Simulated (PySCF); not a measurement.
# C5H6Si: electronic excitations and core binding energies

Aim: predict the electronic excitations and core binding energies of C5H6Si (`C#CC1([SiH3])C=C1`).

The runs use PySCF 2.14.0, with density-fitted response routines of our own; the level of theory stands in each step. All values are computed, except where a source is named. Atoms are numbered from 0 throughout.

## Step 1: Starting geometry

12 atoms, charge 0, multiplicity 1; geometry from: GFN2-xTB.

Bonds of the start (Å): C0–C1 1.20, C1–C2 1.43, C2–Si3 1.90, C2–C4 1.52, C4–C5 1.29, C5–C2 1.52, C0–H6 1.05, Si3–H7 1.46, Si3–H8 1.46, Si3–H9 1.47, C4–H10 1.06, C5–H11 1.06.

## Step 2: Excited states and response: B3LYP/def2-SVPD

The job: settings as JSON, then the geometry in Å.

```
{"job": {"kind": "uv", "xc": "B3LYP", "basis": "def2-SVPD", "nstates": 8, "ntriplets": 3}, "charge": 0, "multiplicity": 1}
C      1.907303     1.086098     1.359136
C      1.104864     0.519691     0.670946
C      0.116146    -0.135308    -0.131826
Si    -1.674361     0.384067     0.216379
C      0.442624    -1.535263    -0.631813
C      0.542016    -0.599001    -1.517970
H      2.615237     1.577158     1.957662
H     -1.819602     1.819400    -0.030530
H     -2.005204     0.079788     1.609218
H     -2.529563    -0.382178    -0.693620
H      0.529544    -2.550748    -0.334632
H      0.772194    -0.264390    -2.498979
```

Method: TDDFT B3LYP/def2-SVPD, vertical, gas phase, core orbitals frozen in the response.

On the command line:

```
$ OMP_NUM_THREADS=1 python probes_run.py task.json out
```

One launch serves the whole session: the jobs run in the order shown.

Output:

```text
coarse grid: 10776 points
cycle   1  E = -483.1327566881  dE =  7.789e-01  |g| = 3.736e-01  |ddm| = 1.105e+01
cycle   2  E = -483.1342708374  dE = -1.514e-03  |g| = 3.599e-01  |ddm| = 2.670e+00
cycle   3  E = -483.1729346071  dE = -3.866e-02  |g| = 4.071e-02  |ddm| = 1.066e+00
cycle   4  E = -483.1732779054  dE = -3.433e-04  |g| = 2.483e-02  |ddm| = 1.615e-01
cycle   5  E = -483.1734039513  dE = -1.260e-04  |g| = 1.055e-02  |ddm| = 8.077e-02
cycle   6  E = -483.1734298156  dE = -2.586e-05  |g| = 3.590e-03  |ddm| = 2.234e-02
cycle   7  E = -483.1734332545  dE = -3.439e-06  |g| = 5.294e-04  |ddm| = 6.848e-03
final grid: 100200 points
cycle   8  E = -483.2522235609  dE = -2.588e-05  |g| = 3.004e-03  |ddm| = 1.371e-01
cycle   9  E = -483.2522221817  dE =  1.379e-06  |g| = 3.792e-03  |ddm| = 1.865e-02
cycle  10  E = -483.2522259384  dE = -3.757e-06  |g| = 1.207e-03  |ddm| = 9.753e-03
cycle  11  E = -483.2522262994  dE = -3.610e-07  |g| = 1.912e-04  |ddm| = 1.897e-03
cycle  12  E = -483.2522263081  dE = -8.636e-09  |g| = 6.751e-05  |ddm| = 5.776e-04
cycle  13  E = -483.2522263093  dE = -1.231e-09  |g| = 1.257e-05  |ddm| = 1.876e-04
cycle  14  E = -483.2522263093  dE = -4.718e-11  |g| = 3.114e-06  |ddm| = 3.665e-05
converged SCF energy = -483.2522263093

Static polarisability (au): isotropic 81.893, principal 68.212 80.783 96.683

Singlet excitations
state   eV       nm        f      main configurations
  1   5.1843    239.2   0.01602   H->L 0.96
  2   5.3469    231.9   0.00658   H-1->L 0.81, H-2->L 0.17
  3   5.9047    210.0   0.02443   H-2->L 0.73, H-1->L 0.15
  4   6.2444    198.6   0.00066   H->L+2 0.37, H->L+1 0.30, H->L+3 0.14
  5   6.5117    190.4   0.02206   H->L+3 0.33, H-1->L+1 0.15, H->L+2 0.13
  6   6.6178    187.3   0.00392   H-1->L+3 0.57, H-1->L+2 0.22
  7   6.6844    185.5   0.01423   H->L+1 0.64, H->L+2 0.18
  8   6.7155    184.6   0.00159   H-1->L+1 0.80

Triplet excitations (Tamm-Dancoff, eV): 3.9288 4.7168 5.2958
```

Run time: 37 s. Hardware: 1 thread of Arm Neoverse N1, shared host; peak memory 0.71 GiB.

The orbitals next to the gap, with their largest atomic shares:

```tsv
orbital	eV	atoms
HOMO−3	-9.14	Si3 26 %, H8 17 %, H7 16 %
HOMO−2	-7.56	C1 30 %, C0 29 %, C4 14 %
HOMO−1	-7.19	C2 20 %, C4 17 %, C5 17 %
HOMO	-7.10	C0 34 %, C1 29 %, C2 13 %
LUMO	-0.89	C5 33 %, C4 33 %, C2 7 %
LUMO+1	0.39	Si3 32 %, C0 10 %, C1 9 %
LUMO+2	0.61	Si3 22 %, C0 20 %, C1 15 %
```

With each of the 8 states as a Gaussian band of 0.4 eV half-width at 1/e, the curve within the window shown has maxima at 234 nm (ε 960), 189 nm (ε 1,700) L/(mol cm). Beyond the last state computed it falls off for lack of states. The curve at chosen wavelengths:

(nm, ε (L/mol/cm)): (177, 570), (181, 1065), (184, 1415), (188, 1676), (192, 1649), (196, 1462), (199, 1329), (203, 1234), (207, 1203), (210, 1178), (214, 1112), (218, 1023), (222, 956), (225, 937), (229, 945), (233, 960), (237, 946), (240, 903), (244, 801), (248, 665), (251, 554), (255, 411), (259, 287), (263, 191), (266, 136), (270, 83)

Further results of this job:

```tsv
property	computed
dipole moment (D)	1.25
polarisability (Å³)	12.14
HOMO–LUMO gap (eV)	6.21
−ε(HOMO) (eV)	7.10
```

## Step 3: Core holes by ΔSCF: SCAN, X2C

Same as in step 2 but for these lines:

```diff
@@ -1,2 +1,2 @@
-{"job": {"kind": "uv", "xc": "B3LYP", "basis": "def2-SVPD", "nstates": 8, "ntriplets": 3}, "charge": 0, "multiplicity": 1}
+{"job": {"kind": "xps"}, "charge": 0, "multiplicity": 1}
 C      1.907303     1.086098     1.359136
```

Method: delta-SCF UKS SCAN, pcX-2 on the ionised atom, pcseg-1 elsewhere, spin-free X2C.

Output:

```text
ground state, core basis on atom 0 (C), 149 functions
  cycle   1  E = -483.87907305  |g| = 4.58e-01
  cycle   2  E = -483.86308571  |g| = 5.06e-01
  cycle   3  E = -483.93576777  |g| = 8.46e-02
  cycle   4  E = -483.93662502  |g| = 6.64e-02
  cycle   5  E = -483.93764741  |g| = 1.85e-02
  cycle   6  E = -483.93774242  |g| = 4.83e-03
  cycle   7  E = -483.93774930  |g| = 9.58e-04
  cycle   8  E = -483.93774727  |g| = 1.82e-04
  E(ground) = -483.97749084 Eh
hole in C 1s of atom 0
  cycle   1  E = -472.70915579  |g| = 1.51e+00
  cycle   2  E = -470.60198814  |g| = 2.31e+00
  cycle   3  E = -473.05731675  |g| = 6.19e-01
  cycle   4  E = -473.23072739  |g| = 3.36e-01
  cycle   5  E = -473.28058162  |g| = 1.64e-01
  cycle   6  E = -473.29096675  |g| = 5.68e-02
  cycle   7  E = -473.29271431  |g| = 1.54e-02
  cycle   8  E = -473.29294698  |g| = 8.01e-03
  cycle   9  E = -473.29304831  |g| = 5.66e-03
  cycle  10  E = -473.29311096  |g| = 3.91e-03
  cycle  11  E = -473.29312198  |g| = 2.55e-03
  cycle  12  E = -473.29312561  |g| = 1.06e-03
  cycle  13  E = -473.29312657  |g| = 2.05e-04
  E(ion) = -473.33148779 Eh   <S^2> = 0.8163   hole on atom = 1.000   binding energy = 289.692 eV
ground state, core basis on atom 1 (C), 149 functions
  cycle   1  E = -483.93734499  |g| = 6.65e-02
  cycle   2  E = -483.93523449  |g| = 9.65e-02
  cycle   3  E = -483.93714408  |g| = 4.56e-02
  cycle   4  E = -483.93766571  |g| = 1.04e-02
  cycle   5  E = -483.93769621  |g| = 8.89e-04
  cycle   6  E = -483.93769611  |g| = 2.48e-04
  E(ground) = -483.97766254 Eh
hole in C 1s of atom 1
  cycle   1  E = -472.69801680  |g| = 1.51e+00
  cycle   2  E = -471.55474142  |g| = 2.07e+00
  cycle   3  E = -472.98126181  |g| = 7.94e-01
  cycle   4  E = -473.17764938  |g| = 3.95e-01
  cycle   5  E = -473.25493984  |g| = 1.49e-01
  cycle   6  E = -473.26932572  |g| = 3.11e-02
  cycle   7  E = -473.27013472  |g| = 1.46e-02
  cycle   8  E = -473.27045825  |g| = 9.95e-03
  cycle   9  E = -473.27067352  |g| = 6.91e-03
  cycle  10  E = -473.27082389  |g| = 4.10e-03
  cycle  11  E = -473.27085000  |g| = 3.79e-03
  cycle  12  E = -473.27085955  |g| = 1.73e-03
  cycle  13  E = -473.27086108  |g| = 4.96e-04
  E(ion) = -473.30931293 Eh   <S^2> = 0.8544   hole on atom = 1.000   binding energy = 290.301 eV
ground state, core basis on atom 2 (C), 149 functions
  cycle   1  E = -483.93517267  |g| = 6.14e-02
  cycle   2  E = -483.93450509  |g| = 5.63e-02
  cycle   3  E = -483.93451045  |g| = 5.57e-02
  cycle   4  E = -483.93531189  |g| = 1.16e-02
  cycle   5  E = -483.93534361  |g| = 1.04e-03
  cycle   6  E = -483.93534687  |g| = 2.05e-04
  E(ground) = -483.97407562 Eh
hole in C 1s of atom 2
  cycle   1  E = -472.64483656  |g| = 1.52e+00
  cycle   2  E = -471.30943232  |g| = 2.21e+00
  cycle   3  E = -473.00690768  |g| = 6.66e-01
  cycle   4  E = -473.07169990  |g| = 5.34e-01
  cycle   5  E = -473.22615010  |g| = 1.02e-01
  cycle   6  E = -473.23069167  |g| = 2.45e-02
  cycle   7  E = -473.23102973  |g| = 8.23e-03
  cycle   8  E = -473.23109116  |g| = 4.45e-03
  cycle   9  E = -473.23111656  |g| = 2.98e-03
  cycle  10  E = -473.23113950  |g| = 1.80e-03
  cycle  11  E = -473.23114854  |g| = 1.96e-03
  cycle  12  E = -473.23115468  |g| = 9.20e-04
  cycle  13  E = -473.23115794  |g| = 4.56e-04
  E(ion) = -473.26861798 Eh   <S^2> = 0.7793   hole on atom = 1.000   binding energy = 291.310 eV
ground state, core basis on atom 3 (Si), 160 functions
  cycle   1  E = -484.02653344  |g| = 2.86e-01
  cycle   2  E = -484.02657754  |g| = 3.58e-02
  cycle   3  E = -484.02645098  |g| = 3.47e-02
  cycle   4  E = -484.02659418  |g| = 2.06e-02
  cycle   5  E = -484.02670239  |g| = 3.69e-03
  cycle   6  E = -484.02670540  |g| = 4.80e-04
  E(ground) = -484.02422334 Eh
hole in Si 1s of atom 3
  cycle   1  E = -415.11159138  |g| = 4.35e+00
  cycle   2  E = -414.84915592  |g| = 2.28e+00
  cycle   3  E = -415.48192576  |g| = 1.04e+00
  cycle   4  E = -415.98444484  |g| = 5.84e-01
  cycle   5  E = -416.08223817  |g| = 4.08e-01
  cycle   6  E = -416.17302824  |g| = 5.42e-02
  cycle   7  E = -416.17411990  |g| = 2.82e-02
  cycle   8  E = -416.17454154  |g| = 8.67e-03
  cycle   9  E = -416.17458421  |g| = 2.13e-03
  cycle  10  E = -416.17458800  |g| = 6.13e-04
  cycle  11  E = -416.17458761  |g| = 5.23e-04
  cycle  12  E = -416.17458661  |g| = 1.41e-04
  E(ion) = -416.17993373 Eh   <S^2> = 0.7523   hole on atom = 1.000   binding energy = 1846.137 eV
hole in Si 2p of atom 3
  cycle   1  E = -479.76859246  |g| = 1.24e+00
  cycle   2  E = -479.48772518  |g| = 1.19e+00
  cycle   3  E = -479.99084723  |g| = 4.17e-01
  cycle   4  E = -480.05938028  |g| = 2.64e-01
  cycle   5  E = -480.08787041  |g| = 1.20e-01
  cycle   6  E = -480.09582542  |g| = 2.06e-02
  cycle   7  E = -480.09604858  |g| = 7.60e-03
  cycle   8  E = -480.09608042  |g| = 2.62e-03
  cycle   9  E = -480.09608682  |g| = 6.53e-04
  cycle  10  E = -480.09608527  |g| = 5.98e-04
  cycle  11  E = -480.09608625  |g| = 1.69e-04
  E(ion) = -480.10458049 Eh   <S^2> = 0.7523   hole on atom = 1.002   binding energy = 106.659 eV
  2p3/2 = 106.444 eV   2p1/2 = 107.066 eV
ground state, core basis on atom 4 (C), 149 functions
  cycle   1  E = -483.93476928  |g| = 6.10e-02
  cycle   2  E = -483.93449021  |g| = 4.14e-02
  cycle   3  E = -483.93429928  |g| = 4.99e-02
  cycle   4  E = -483.93494729  |g| = 7.10e-03
  cycle   5  E = -483.93495819  |g| = 3.29e-03
  cycle   6  E = -483.93496431  |g| = 5.59e-04
  cycle   7  E = -483.93496280  |g| = 1.04e-04
  E(ground) = -483.97456078 Eh
hole in C 1s of atom 4
  cycle   1  E = -472.65382076  |g| = 1.51e+00
  cycle   2  E = -469.73403443  |g| = 2.51e+00
  cycle   3  E = -472.61770660  |g| = 9.88e-01
  cycle   4  E = -473.12510742  |g| = 4.84e-01
  cycle   5  E = -473.15042417  |g| = 4.22e-01
  cycle   6  E = -473.23449280  |g| = 1.44e-01
  cycle   7  E = -473.24458306  |g| = 2.96e-02
  cycle   8  E = -473.24508257  |g| = 9.50e-03
  cycle   9  E = -473.24517942  |g| = 5.17e-03
  cycle  10  E = -473.24522143  |g| = 3.60e-03
  cycle  11  E = -473.24524383  |g| = 2.47e-03
  cycle  12  E = -473.24526672  |g| = 1.36e-03
  cycle  13  E = -473.24527207  |g| = 6.71e-04
  cycle  14  E = -473.24527348  |g| = 2.60e-04
  E(ion) = -473.28380049 Eh   <S^2> = 0.8213   hole on atom = 1.000   binding energy = 290.910 eV
```

Run time: 1.8 min. Hardware: 1 thread of Arm Neoverse N1, shared host; peak memory 0.46 GiB.

Binding energies by hole, beside the orbital energy of the ground state; the difference holds orbital relaxation and, for a density functional, its self-interaction error:

```tsv
hole	stands for	environment	ΔSCF (eV; 2p as the shell's mean)	−ε (eV)	⟨S²⟩
C1s on C0	C0	terminal alkyne carbon	289.69	273.2	0.816
C1s on C1	C1	alkyne carbon	290.30 (doubtful)	273.5	0.854
C1s on C2	C2	three-membered-ring carbon	291.31	274.9	0.779
Si1s on Si3	Si3	silicon bonded to C, 3 H	1846.14	1793.1	0.752
Si2p on Si3	Si3	silicon bonded to C, 3 H	106.65	95.9	0.752
C1s on C4	C4, C5	alkene CH	290.91	274.6	0.821
```

Each hole run stands for the others of its class of like atoms.

Doubtful: the ion did not converge, its hole moved, or its ⟨S²⟩ is well above 0.75.

With the spin-orbit splitting: Si3 2p3/2 106.44, 2p1/2 107.07 eV. The table gives each 2p level as the mean over the whole 2p shell (two parts 2p3/2, one part 2p1/2), which differs a little from the single hole in the log.

## Step 4: What came out

```
                                                    quantity                               value
                            lowest singlet (B3LYP/def2-SVPD)         5.18 eV (239 nm), f = 0.016
                    brightest single state of those computed         state 3, 5.90 eV, f = 0.024
                                              lowest triplet                             3.93 eV
C1s binding energies, SCAN/pcX-2 (standing for 4 of 5 atoms)  C2 291.31, C4 290.91, C0 289.69 eV
                           Si1s binding energies, SCAN/pcX-2                      Si3 1846.14 eV
                           Si2p binding energies, SCAN/pcX-2                       Si3 106.65 eV
```

What this shows: The lowest singlet, at 5.18 eV, is HOMO→LUMO 0.96 and is weak; of the 8 states computed, the strongest absorption comes from state 3 at 5.90 eV. The lowest triplet lies 1.26 eV below the lowest singlet (triplets in Tamm-Dancoff, singlets in full TDDFT). The C1s levels kept as sound span 1.62 eV, from C0 (terminal alkyne carbon) up to C2 (three-membered-ring carbon). Only 4 of the 5 C atoms are covered by sound results.
